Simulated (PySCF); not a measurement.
**A gas-phase reaction: H2OZn + CO2 → CH2O3Zn**

What reaction energy should one expect for `[OH][ZnH]` + `O=C=O` → `O=C[O][Zn][OH]`?

Computed with PySCF 2.14.0; each step states its level. No surroundings beyond the atoms listed, unless a continuum is named. Atoms count from 0, parts from 1.

### Step 1. The system as given

Each species was relaxed by itself at PBE0-D3(BJ)/def2-SVPD.

### Step 2. Reaction energy: wB97M-D3(BJ)/def2-TZVPD

The job: settings as JSON, then the geometry in Å.

```
{"job": {"kind": "react", "xc": "wB97M-D3(BJ)", "basis": "def2-TZVPD"}, "charge": 0, "multiplicity": 1}
-1 H2OZn charge 0 multiplicity 1
O     -1.068970     0.028080    -0.446460
Zn     0.533950    -0.283320     0.270040
H     -1.330480     0.912760    -0.708960
H      1.865500    -0.657510     0.885380

-1 CO2 charge 0 multiplicity 1
O     -1.152010     0.006120     0.009890
C      0.007700     0.006340     0.000450
O      1.167410     0.006570    -0.009000

+1 CH2O3Zn charge 0 multiplicity 1
O     -1.101440     0.610060     0.626330
C     -0.974080    -0.518420     1.169980
O     -0.054560    -1.298880     0.806730
Zn     0.513830     0.123080    -0.527000
O      1.692060     0.525500    -1.812800
H     -1.671390    -0.825440     1.969090
H      1.595550     1.384190    -2.232350
```

With the program's defaults for keys left out, this is: wB97M-D3(BJ)/def2-TZVPD reaction energy of separated species, gas phase.

The run is started by

```
OMP_NUM_THREADS=1 python cluster_run.py task.json out
```

The driver reads the jobs from task.json and runs them one after another.

What it wrote:

```text
species 1 (H2OZn)
coarse grid: 17568 points
cycle   1  E = -1855.7352342137  dE = -2.843e-01  |g| = 1.087e+00  |ddm| = 1.412e+00
cycle   2  E = -1855.5401637272  dE =  1.951e-01  |g| = 1.754e+00  |ddm| = 1.393e+00
cycle   3  E = -1855.9048162804  dE = -3.647e-01  |g| = 5.047e-02  |ddm| = 7.858e-01
cycle   4  E = -1855.9054357082  dE = -6.194e-04  |g| = 3.990e-02  |ddm| = 6.231e-02
cycle   5  E = -1855.9056049211  dE = -1.692e-04  |g| = 1.594e-02  |ddm| = 2.384e-02
cycle   6  E = -1855.9056493947  dE = -4.447e-05  |g| = 1.612e-03  |ddm| = 1.231e-02
cycle   7  E = -1855.9056509438  dE = -1.549e-06  |g| = 6.797e-04  |ddm| = 3.343e-03
final grid: 34992 points
cycle   8  E = -1855.9055593920  dE = -7.989e-08  |g| = 7.083e-04  |ddm| = 1.294e-03
cycle   9  E = -1855.9055593483  dE =  4.368e-08  |g| = 1.168e-03  |ddm| = 5.752e-04
cycle  10  E = -1855.9055594456  dE = -9.726e-08  |g| = 6.689e-05  |ddm| = 3.059e-04
cycle  11  E = -1855.9055594469  dE = -1.330e-09  |g| = 4.922e-05  |ddm| = 6.196e-05
cycle  12  E = -1855.9055594476  dE = -7.199e-10  |g| = 6.399e-06  |ddm| = 8.849e-05
converged SCF energy = -1855.9055594476

species 2 (CO2)
coarse grid: 15544 points
cycle   1  E = -188.5651176513  dE =  6.316e-01  |g| = 8.901e-01  |ddm| = 1.626e+00
cycle   2  E = -188.5091138456  dE =  5.600e-02  |g| = 1.144e+00  |ddm| = 1.002e+00
cycle   3  E = -188.7157501759  dE = -2.066e-01  |g| = 3.926e-02  |ddm| = 4.979e-01
cycle   4  E = -188.7160328722  dE = -2.827e-04  |g| = 1.227e-02  |ddm| = 4.081e-02
cycle   5  E = -188.7160677465  dE = -3.487e-05  |g| = 2.647e-03  |ddm| = 8.068e-03
cycle   6  E = -188.7160700226  dE = -2.276e-06  |g| = 4.306e-04  |ddm| = 2.752e-03
final grid: 33624 points
cycle   7  E = -188.7160589666  dE = -9.932e-08  |g| = 1.926e-04  |ddm| = 8.258e-04
cycle   8  E = -188.7160589761  dE = -9.553e-09  |g| = 1.468e-04  |ddm| = 1.923e-04
cycle   9  E = -188.7160589793  dE = -3.156e-09  |g| = 3.964e-05  |ddm| = 8.156e-05
cycle  10  E = -188.7160589798  dE = -5.008e-10  |g| = 1.798e-05  |ddm| = 3.493e-05
converged SCF energy = -188.7160589798

species 3 (CH2O3Zn)
coarse grid: 33104 points
cycle   1  E = -2044.3438640860  dE =  4.686e-01  |g| = 1.365e+00  |ddm| = 2.471e+00
cycle   2  E = -2044.1630383331  dE =  1.808e-01  |g| = 1.955e+00  |ddm| = 2.141e+00
cycle   3  E = -2044.6391066124  dE = -4.761e-01  |g| = 1.677e-01  |ddm| = 1.087e+00
cycle   4  E = -2044.6420392787  dE = -2.933e-03  |g| = 7.707e-02  |ddm| = 1.102e-01
cycle   5  E = -2044.6427490138  dE = -7.097e-04  |g| = 1.309e-02  |ddm| = 6.078e-02
cycle   6  E = -2044.6427916943  dE = -4.268e-05  |g| = 8.591e-03  |ddm| = 2.313e-02
cycle   7  E = -2044.6428056838  dE = -1.399e-05  |g| = 1.885e-03  |ddm| = 8.158e-03
cycle   8  E = -2044.6428073914  dE = -1.708e-06  |g| = 6.078e-04  |ddm| = 4.794e-03
final grid: 68616 points
cycle   9  E = -2044.6426760149  dE = -2.171e-07  |g| = 5.911e-04  |ddm| = 4.742e-03
cycle  10  E = -2044.6426759901  dE =  2.481e-08  |g| = 8.251e-04  |ddm| = 8.301e-04
cycle  11  E = -2044.6426760873  dE = -9.721e-08  |g| = 7.582e-05  |ddm| = 3.916e-04
cycle  12  E = -2044.6426760898  dE = -2.571e-09  |g| = 4.600e-05  |ddm| = 1.163e-04
cycle  13  E = -2044.6426760909  dE = -1.035e-09  |g| = 2.288e-05  |ddm| = 1.178e-04
cycle  14  E = -2044.6426760910  dE = -1.414e-10  |g| = 5.251e-06  |ddm| = 2.675e-05
converged SCF energy = -2044.6426760910

Reaction energy = -14.505 kcal/mol
```

Wall time 47 s (1 thread of Arm Neoverse N1, shared host); peak memory 0.76 GiB.

Species by species (with the dispersion term, which the log's SCF energies lack):

| ν | species | energy (Eh) | HOMO (eV) |
| --- | --- | --- | --- |
| -1 | [OH][ZnH] | -1855.90734 | -10.81 |
| -1 | O=C=O | -188.71759 | -13.16 |
| +1 | O=C[O][Zn][OH] | -2044.64804 | -10.96 |

### Step 3. Energies of the species: PBE0-D3(BJ)/def2-TZVPD

The job, as its differences from that of step 2:

```diff
@@ -1,2 +1,2 @@
-{"job": {"kind": "react", "xc": "wB97M-D3(BJ)", "basis": "def2-TZVPD"}, "charge": 0, "multiplicity": 1}
+{"job": {"kind": "react", "xc": "PBE0", "basis": "def2-TZVPD", "disp": "d3bj"}, "charge": 0, "multiplicity": 1}
 -1 H2OZn charge 0 multiplicity 1
```

With the program's defaults for keys left out, this is: PBE0-D3(BJ)/def2-TZVPD reaction energy of separated species, gas phase.

What it wrote:

```text
species 1 (H2OZn)
coarse grid: 17568 points
cycle   1  E = -1855.3353727158  dE = -2.256e-01  |g| = 1.216e+00  |ddm| = 1.531e+00
cycle   2  E = -1854.2440474070  dE =  1.091e+00  |g| = 2.836e+00  |ddm| = 2.353e+00
cycle   3  E = -1855.5142757165  dE = -1.270e+00  |g| = 3.211e-01  |ddm| = 1.861e+00
cycle   4  E = -1855.5237802382  dE = -9.505e-03  |g| = 2.227e-01  |ddm| = 2.448e-01
cycle   5  E = -1855.5293944105  dE = -5.614e-03  |g| = 1.751e-02  |ddm| = 7.847e-02
cycle   6  E = -1855.5294663754  dE = -7.196e-05  |g| = 4.891e-03  |ddm| = 1.555e-02
cycle   7  E = -1855.5294705909  dE = -4.216e-06  |g| = 3.721e-04  |ddm| = 3.161e-03
final grid: 34992 points
cycle   8  E = -1855.5294526368  dE = -4.347e-08  |g| = 2.689e-04  |ddm| = 7.817e-04
cycle   9  E = -1855.5294526302  dE =  6.614e-09  |g| = 3.885e-04  |ddm| = 3.173e-04
cycle  10  E = -1855.5294526457  dE = -1.553e-08  |g| = 8.317e-05  |ddm| = 1.690e-04
cycle  11  E = -1855.5294526464  dE = -6.960e-10  |g| = 6.187e-06  |ddm| = 3.482e-05
converged SCF energy = -1855.5294526464

species 2 (CO2)
coarse grid: 3264 points
cycle   1  E = -188.3416610967  dE =  6.361e-01  |g| = 8.421e-01  |ddm| = 1.642e+00
cycle   2  E = -188.1015157331  dE =  2.401e-01  |g| = 1.473e+00  |ddm| = 1.075e+00
cycle   3  E = -188.4667323067  dE = -3.652e-01  |g| = 2.694e-02  |ddm| = 6.474e-01
cycle   4  E = -188.4668322514  dE = -9.994e-05  |g| = 1.107e-02  |ddm| = 2.909e-02
cycle   5  E = -188.4668559684  dE = -2.372e-05  |g| = 1.800e-03  |ddm| = 7.486e-03
cycle   6  E = -188.4668564374  dE = -4.691e-07  |g| = 2.122e-04  |ddm| = 1.166e-03
final grid: 33624 points
cycle   7  E = -188.4672278264  dE = -5.126e-06  |g| = 1.038e-02  |ddm| = 3.633e-02
cycle   8  E = -188.4671962162  dE =  3.161e-05  |g| = 1.726e-02  |ddm| = 1.070e-02
cycle   9  E = -188.4672448139  dE = -4.860e-05  |g| = 3.721e-04  |ddm| = 7.228e-03
cycle  10  E = -188.4672448406  dE = -2.674e-08  |g| = 6.309e-05  |ddm| = 2.712e-04
cycle  11  E = -188.4672448414  dE = -7.563e-10  |g| = 4.211e-06  |ddm| = 4.043e-05
converged SCF energy = -188.4672448414

species 3 (CH2O3Zn)
coarse grid: 33104 points
cycle   1  E = -2043.6936007224  dE =  4.847e-01  |g| = 1.478e+00  |ddm| = 2.568e+00
cycle   2  E = -2042.5961120447  dE =  1.097e+00  |g| = 3.010e+00  |ddm| = 3.316e+00
cycle   3  E = -2043.9952616367  dE = -1.399e+00  |g| = 3.726e-01  |ddm| = 2.503e+00
cycle   4  E = -2044.0176201471  dE = -2.236e-02  |g| = 1.703e-01  |ddm| = 3.674e-01
cycle   5  E = -2044.0220208687  dE = -4.401e-03  |g| = 3.427e-02  |ddm| = 9.412e-02
cycle   6  E = -2044.0221344335  dE = -1.136e-04  |g| = 2.239e-02  |ddm| = 2.881e-02
cycle   7  E = -2044.0222208464  dE = -8.641e-05  |g| = 5.263e-03  |ddm| = 1.410e-02
cycle   8  E = -2044.0222256376  dE = -4.791e-06  |g| = 1.370e-03  |ddm| = 3.540e-03
final grid: 68616 points
cycle   9  E = -2044.0221909045  dE =  2.652e-07  |g| = 2.319e-03  |ddm| = 3.021e-03
cycle  10  E = -2044.0221892537  dE =  1.651e-06  |g| = 4.365e-03  |ddm| = 2.665e-03
cycle  11  E = -2044.0221914797  dE = -2.226e-06  |g| = 4.420e-04  |ddm| = 1.917e-03
cycle  12  E = -2044.0221915138  dE = -3.410e-08  |g| = 5.286e-05  |ddm| = 2.593e-04
cycle  13  E = -2044.0221915142  dE = -3.874e-10  |g| = 1.829e-05  |ddm| = 4.679e-05
converged SCF energy = -2044.0221915142

Reaction energy = -16.966 kcal/mol
```

Run time: 25 s. Hardware: 1 thread of Arm Neoverse N1, shared host; peak memory 0.69 GiB.

Reaction energy at this level: -16.97 kcal/mol.

### Step 4. Comparing the runs

Energies in kcal/mol, with wall time:

| run | reaction | time |
| --- | --- | --- |
| wB97M-D3(BJ)/def2-TZVPD | -14.50 | 47 s |
| PBE0-D3(BJ)/def2-TZVPD | -16.97 | 25 s |

### Step 5. Summary of results

| quantity | value |
| --- | --- |
| reaction energy (wB97M-D3(BJ)/def2-TZVPD) | -14.50 kcal/mol |
| ΔH, ΔG at 298 K (xTB thermal terms) | -11.8, -2.8 kcal/mol |
| range of the reaction energy over the runs of this table | -16.97 to -14.50 kcal/mol |

In words: The reaction is exothermic by 11.8 kcal/mol in the gas phase; dispersion gives -1.29, and xTB itself gave 8.13 for the electronic energy (xTB energies and thermal terms come from the earlier relaxation of each species, not shown). No barrier was sought. xTB and this level differ widely in the electronic energy, so what comes from xTB (the thermal terms above all) is less safe here. The reaction energy runs from -16.97 (PBE0-D3(BJ)/def2-TZVPD) to -14.50 kcal/mol (wB97M-D3(BJ)/def2-TZVPD).
